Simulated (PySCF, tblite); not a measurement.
**C₅H₆ClF₂ radical: geometry, infrared bands and EPR parameters**

Aim: predict the infrared bands and EPR parameters of C₅H₆ClF₂ radical (`[H]/[C]=C\[C@H](Cl)CC(F)F`).

Programs: tblite 0.8.0 and PySCF 2.14.0, with density-fitted response routines of our own. Each step states its level of theory. These are calculated values for one molecule in the gas phase, unless marked as measured. Atoms are numbered from 0 throughout.

### 1 Starting geometry

14 atoms, charge 0, multiplicity 2; geometry from: force field or distance geometry start.

Bonds of the start (Å): C0–C1 1.31, C1–C2 1.49, C2–Cl3 1.78, C2–C4 1.53, C4–C5 1.51, C5–F6 1.36, C5–F7 1.36, C0–H8 1.07, C1–H9 1.08, C2–H10 1.10, C4–H11 1.10, C4–H12 1.09, C5–H13 1.09.

### 2 Optimising the geometry with GFN2-xTB

The job: settings as JSON, then the geometry in Å.

```
{"job": {"kind": "relax", "xc": "GFN2-xTB", "basis": "xTB"}, "charge": 0, "multiplicity": 2}
C      2.601300     0.642200     0.794500
C      1.811600    -0.164500     0.128200
C      0.372400    -0.411100     0.448600
Cl     0.124800    -2.166500     0.624400
C     -0.529700     0.141700    -0.655300
C     -2.000700     0.049800    -0.310500
F     -2.724600     0.620400    -1.307300
F     -2.232800     0.786300     0.812900
H      3.237000     1.303600     1.336600
H      2.236200    -0.704800    -0.704600
H      0.098600     0.043800     1.406600
H     -0.290000     1.197100    -0.833400
H     -0.353200    -0.368100    -1.605800
H     -2.351800    -0.970200    -0.157100
```

On the command line:

```sh
> OMP_NUM_THREADS=1 python probes_run.py task.json out
```

This one command runs all jobs of the session in turn.

The log of the run:

```text
step      E/eV     max force
  0    -752.39953    2.513
  1    -752.43591    2.402
  2    -752.46561    0.266
  3    -752.47048    0.231
  4    -752.47821    0.135
  5    -752.47939    0.091
  6    -752.48055    0.065
  7    -752.48115    0.071
  8    -752.48195    0.089
  9    -752.48283    0.099
 10    -752.48422    0.114
 11    -752.48668    0.161
 12    -752.49195    0.305
 13    -752.49767    0.370
 14    -752.51236    0.437
 15    -752.52304    0.391
 16    -752.53190    0.297
 17    -752.54189    0.274
 18    -752.54962    0.269
 19    -752.55822    0.187
 20    -752.56285    0.230
 21    -752.56816    0.256
 22    -752.57455    0.269
 23    -752.58230    0.282
 24    -752.58886    0.224
 25    -752.59307    0.178
 26    -752.59539    0.136
 27    -752.59679    0.104
 28    -752.59772    0.110
 29    -752.59825    0.051
 30    -752.59861    0.076
 31    -752.59896    0.055
 32    -752.59943    0.071
 33    -752.59974    0.073
 34    -752.60004    0.051
 35    -752.60022    0.035
 36    -752.60034    0.028
 37    -752.60044    0.035
 38    -752.60057    0.032
 39    -752.60073    0.034
 40    -752.60092    0.035
 41    -752.60113    0.037
 42    -752.60133    0.039
 43    -752.60153    0.041
 44    -752.60173    0.037
 45    -752.60194    0.039
 46    -752.60217    0.043
 47    -752.60240    0.038
 48    -752.60256    0.031
 49    -752.60267    0.023
 50    -752.60277    0.027
 51    -752.60289    0.031
 52    -752.60303    0.029
 53    -752.60316    0.029
 54    -752.60326    0.033
 55    -752.60335    0.035
 56    -752.60350    0.037
 57    -752.60374    0.046
 58    -752.60400    0.039
 59    -752.60421    0.033
 60    -752.60436    0.030
 61    -752.60451    0.031
 62    -752.60471    0.037
 63    -752.60492    0.038
 64    -752.60510    0.034
 65    -752.60523    0.030
 66    -752.60538    0.035
 67    -752.60554    0.031
 68    -752.60567    0.025
 69    -752.60574    0.019
 70    -752.60579    0.017
 71    -752.60584    0.017
 72    -752.60589    0.013
 73    -752.60592    0.014
 74    -752.60593    0.013
 75    -752.60595    0.012
 76    -752.60597    0.010
 77    -752.60599    0.010
```

Wall time 0.48 s (1 thread of Arm Neoverse V1, shared host).

Relaxation path: (not every step is listed)

| step | energy from step 0 (eV) | largest force (eV/Å) |
| --- | --- | --- |
| 0 | 0.0000 | 2.5129 |
| 1 | -0.0364 | 2.4015 |
| 2 | -0.0661 | 0.2663 |
| 3 | -0.0709 | 0.2307 |
| 4 | -0.0787 | 0.1350 |
| 5 | -0.0799 | 0.0909 |
| 6 | -0.0810 | 0.0654 |
| 7 | -0.0816 | 0.0709 |
| 8 | -0.0824 | 0.0891 |
| 14 | -0.1128 | 0.4372 |
| 20 | -0.1633 | 0.2299 |
| 26 | -0.1959 | 0.1358 |
| 32 | -0.1999 | 0.0713 |
| 38 | -0.2010 | 0.0315 |
| 44 | -0.2022 | 0.0373 |
| 50 | -0.2032 | 0.0270 |
| 56 | -0.2040 | 0.0374 |
| 62 | -0.2052 | 0.0374 |
| 68 | -0.2061 | 0.0246 |
| 72 | -0.2064 | 0.0132 |
| 73 | -0.2064 | 0.0145 |
| 74 | -0.2064 | 0.0130 |
| 75 | -0.2064 | 0.0119 |
| 76 | -0.2064 | 0.0105 |
| 77 | -0.2065 | 0.0099 |

Distances of close pairs at the start and the end, largest changes first:

| bond | before (Å) | after (Å) | change (Å) |
| --- | --- | --- | --- |
| C1–C2 | 1.495 | 1.522 | +0.027 |
| C0–C1 | 1.311 | 1.289 | -0.022 |
| C2–Cl3 | 1.781 | 1.798 | +0.017 |
| C5–H13 | 1.090 | 1.100 | +0.010 |
| C4–C5 | 1.514 | 1.523 | +0.009 |
| C5–F7 | 1.363 | 1.356 | -0.007 |
| C2–C4 | 1.529 | 1.522 | -0.007 |
| C5–F6 | 1.358 | 1.354 | -0.004 |

The final coordinates are the input of the step that follows.

### 3 Harmonic vibrations with GFN2-xTB

The job: settings as JSON, then the geometry in Å.

```
{"job": {"kind": "ir", "xc": "GFN2-xTB", "basis": "xTB"}, "charge": 0, "multiplicity": 2}
C      2.743851     0.525824     0.744616
C      1.881541    -0.114844     0.032113
C      0.423560    -0.336400     0.409858
Cl     0.174826    -2.096261     0.681825
C     -0.505397     0.144458    -0.696108
C     -1.966904     0.066315    -0.276138
F     -2.768316     0.475493    -1.287533
F     -2.209140     0.905462     0.760838
H      2.815721     1.048210     1.668578
H      2.149909    -0.565284    -0.915989
H      0.194391     0.157537     1.356720
H     -0.272935     1.187059    -0.928076
H     -0.375600    -0.455945    -1.597892
H     -2.286186    -0.942096     0.025022
```

The log of the run:

```text
mode    cm-1     km/mol
  1      50.2      1.72
  2      58.7      1.57
  3      87.5      4.12
  4     127.3      2.03
  5     247.6      0.90
  6     286.8      0.56
  7     308.9      0.67
  8     345.7     15.63
  9     456.3      5.04
 10     472.6     13.72
 11     530.3      2.73
 12     610.1      1.06
 13     668.6     23.51
 14     727.7     69.19
 15     885.9     11.72
 16     922.1     28.66
 17     961.5     15.51
 18    1012.9     46.52
 19    1043.0    145.05
 20    1080.5      7.48
 21    1101.1    120.53
 22    1149.7     24.96
 23    1166.8     13.17
 24    1220.3      6.38
 25    1242.1      6.08
 26    1265.6      4.75
 27    1279.1     23.55
 28    1326.0     37.91
 29    1436.6     12.45
 30    1712.6      4.61
 31    2905.7     25.73
 32    2956.0      3.08
 33    2984.4      6.52
 34    3002.4      4.63
 35    3016.7      6.02
 36    3208.3      6.27
```

Run time: 0.45 s. Hardware: 1 thread of Arm Neoverse V1, shared host.

The strongest bands and the atoms that carry them (share of the mass-weighted mode):

| cm⁻¹ | km/mol | atoms |
| --- | --- | --- |
| 728 | 69.2 | H8 46 %, C0 25 %, C2 13 % |
| 922 | 28.7 | H9 51 %, H8 32 %, C1 10 % |
| 1013 | 46.5 | C4 22 %, C5 19 %, H11 18 %, H10 11 % |
| 1043 | 145.1 | C5 51 %, F6 21 % |
| 1101 | 120.5 | C5 44 %, H13 15 %, C4 14 % |
| 1150 | 25.0 | H12 25 %, H11 22 %, C5 16 %, H10 13 % |
| 1326 | 37.9 | C4 26 %, H11 22 %, H12 19 %, H13 12 % |
| 2906 | 25.7 | H13 93 % |

### 4 EPR parameters: B3LYP/pcH-1

Settings changed since step 3:

```diff
@@ -1,2 +1,2 @@
-{"job": {"kind": "ir", "xc": "GFN2-xTB", "basis": "xTB"}, "charge": 0, "multiplicity": 2}
+{"job": {"kind": "epr", "basis": "pcH-1"}, "charge": 0, "multiplicity": 2}
 C      2.743851     0.525824     0.744616
```

With the program's defaults for keys left out, this is: UKS B3LYP, pcH-1 on C Cl F H, non-relativistic, mean-field spin-orbit, GIAO.

The log of the run:

```text
UKS, coarse grid
  cycle   1  E = -853.85111225  |g| = 5.50e-01
  cycle   2  E = -853.75165982  |g| = 8.13e-01
  cycle   3  E = -853.95271072  |g| = 6.58e-02
  cycle   4  E = -853.95403272  |g| = 3.86e-02
  cycle   5  E = -853.95468733  |g| = 1.28e-02
  cycle   6  E = -853.95477547  |g| = 6.01e-03
  cycle   7  E = -853.95480644  |g| = 2.12e-03
  cycle   8  E = -853.95481638  |g| = 1.21e-03
  cycle   9  E = -853.95481980  |g| = 4.05e-04
UKS, final grid
  cycle   1  E = -853.95483394  |g| = 3.74e-04
  cycle   2  E = -853.95483403  |g| = 4.65e-04
  cycle   3  E = -853.95483412  |g| = 1.14e-04
  cycle   4  E = -853.95483415  |g| = 8.87e-05
  cycle   5  E = -853.95483417  |g| = 3.56e-05
  cycle   6  E = -853.95483417  |g| = 1.00e-05
E = -853.95483417 Eh   <S^2> = 0.7590 (exact 0.7500)
g shifts (ppm)      1          2          3
  rmc          -150       -150       -150
  gc             17         14        -31
  oz_so         -80        368        843
  total        -213        232        662
hyperfine (MHz)  atom isotope    a_iso     a_fc   dipolar eigenvalues
    0   13C     313.21     313.35    -82.86    -60.92    143.78
    1   13C     -14.71     -14.71    -19.01      2.54     16.47
    2   13C     108.43     108.39     -7.93     -7.29     15.22
    3  35Cl      -1.88      -1.88     -1.66     -0.49      2.15
    4   13C      -2.32      -2.32     -0.78     -0.69      1.47
    5   13C       2.08       2.08     -0.32     -0.19      0.51
    6   19F       2.76       2.77     -2.43     -2.06      4.49
    7   19F       0.27       0.27     -0.80     -0.14      0.94
    8    1H      29.11      29.11    -33.06     -6.91     39.97
    9    1H     111.02     111.03     -6.28     -5.37     11.65
   10    1H      -5.73      -5.73     -6.04     -1.53      7.57
   11    1H       0.10       0.10     -1.64     -1.14      2.78
   12    1H      -0.11      -0.11     -1.39     -0.83      2.21
   13    1H      -0.31      -0.31     -0.64     -0.57      1.21
```

Run time: 81 s. Hardware: 1 thread of Arm Neoverse V1, shared host; peak memory 1 GiB.

Principal g values 2.00211, 2.00255, 2.00298; g(iso) = 2.00255, against 2.00232 for a free electron.

Hyperfine couplings, nucleus by nucleus at this fixed geometry (no averaging over rotations):

| nuclei | isotope | a(iso) (MHz) | a(iso) (G, at g = 2.0023) | largest dipolar term (MHz) |
| --- | --- | --- | --- | --- |
| C0 | 13C | 313.2 | 111.8 | 143.8 |
| H9 | 1H | 111.0 | 39.6 | 11.7 |
| C2 | 13C | 108.4 | 38.7 | 15.2 |
| H8 | 1H | 29.1 | 10.4 | 40.0 |
| C1 | 13C | -14.7 | -5.2 | -19.0 |
| H10 | 1H | -5.7 | -2.0 | 7.6 |
| F6 | 19F | 2.8 | 1.0 | 4.5 |
| C4 | 13C | -2.3 | -0.8 | 1.5 |
| C5 | 13C | 2.1 | 0.7 | 0.5 |
| Cl3 | 35Cl | -1.9 | -0.7 | 2.2 |
| H13 | 1H | -0.3 | -0.1 | 1.2 |
| F7 | 19F | 0.3 | 0.1 | 0.9 |
| H12 | 1H | -0.1 | 0.0 | 2.2 |
| H11 | 1H | 0.1 | 0.0 | 2.8 |

Mulliken spin populations:

C0 1.04; C1 -0.17; C2 0.07; Cl3 0.00; C4 0.00; C5 0.00; F6 0.00; F7 0.00; H8 0.00; H9 0.05; H10 0.00; H11 0.00; H12 0.00; H13 0.00

In first order the couplings over 0.8 MHz of 1H, 19F, 35Cl give 64 distinct lines over 55.0 G.

The fields below are evaluated on a grid from the run's orbitals.

ELF in a plane through or near 8 of the atoms.

Ten even steps from ' ' (0.00) to '@' (1.00):
```
                                                        
                                                        
                                                        
                                  ......                
        ..**##**..      ..      --++**++--..            
        ##@@@@@@**    ..**==  ..**%%##%%**--            
      ..%%@@@@@@%%..  ==%%##    ####==%%**::            
      ..##@@@@@@##..  --%%**..  ::####**..              
      ::**%%##++++==..::++==::..::====--....::..        
    ::++##%%..++++##++**==**##++%%##::++******==        
    ::##%%%%**++%%::--%%++%%**--##@@==**##%%%%==..      
    ..**##%%**++++..--++::++==..++++::==##%%##--        
      ::==--....**@@@@++  ::%%@@@@==  ..++**==..        
              ::@@@@@@##  ::@@@@@@##    ..::..          
              --@@@@@@##  ..@@@@@@%%                    
              ::%%@@@@--    ##@@@@**                    
                ::==--        --::                      
                                                        
                                                        
                                                        
```
The map spans 11.5 Å across and 8.4 Å up, centred on the molecule. Atoms in the plane (x, y in Å): C0 (-2.9, 0.2), C1 (-1.8, -0.5), C4 (0.7, -0.4), C5 (2.0, 0.3), F7 (1.9, 1.6), H8 (-3.2, 1.3), H9 (-1.8, -1.5), H12 (0.8, -1.5).

log10 of the density (e/Å³) in the same plane.

Ten even steps from '0' (-4.0) to '9' (2.2):
```
0000000000000000000000000000
0000000000000000000000000000
0000000000000000122210000000
0000112211111112344432000000
0001233332222223455543200000
0012344443333334577654210000
0013456554344444679754310000
0123466654445544567654321000
0123566765555555566655432000
0123567876666666668666543100
0123456677666668666677643100
0123455667665667665666543100
0012344566654566654455432000
0011233456654456654344321000
0000123345543445543222100000
0000012334432334432100000000
0000001123222222221000000000
0000000011111111110000000000
0000000000000000000000000000
0000000000000000000000000000
```
The map spans 11.5 Å across and 8.4 Å up, centred on the molecule. Atoms in the plane (x, y in Å): C0 (-2.9, 0.2), C1 (-1.8, -0.5), C4 (0.7, -0.4), C5 (2.0, 0.3), F7 (1.9, 1.6), H8 (-3.2, 1.3), H9 (-1.8, -1.5), H12 (0.8, -1.5).

On the surface of density 0.002 e/bohr³ the electrostatic potential runs, from the 1st to the 99th percentile, from -0.78 V near F6 to 1.42 V near H8.

The spin density lies nearest to C0 71 %; H8 9 %; C1 7 % (beta excess).

### 5 Summary of results

| quantity | value |
| --- | --- |
| strongest single infrared mode (GFN2-xTB) | 1043 cm⁻¹, 145 km/mol |
| zero-point energy (GFN2-xTB) | 59.8 kcal/mol |
| g(iso) (B3LYP) | 2.00255 |
| ⟨S²⟩ | 0.759 (exact 0.75) |
| largest a(iso) | 13C on C0, 313.2 MHz |
| surface potential, 1st and 99th percentile | -0.78 V and 1.42 V |

**Reading.** Relaxing lowered the energy by 0.206 eV in 77 steps; the close pair that moved most is C1–C2, from 1.495 to 1.522 Å. All 36 modes are real, so the xTB geometry is a minimum. The strongest single mode, at 1043 cm⁻¹, moves mainly C5. GFN2-xTB is a fitted tight-binding method: band positions and strengths are rough. Its intensities can rank the bands wrongly. Most of the unpaired spin sits on C0 (1.04 e). The isotropic g lies 0.2 ppt above the free-electron value.
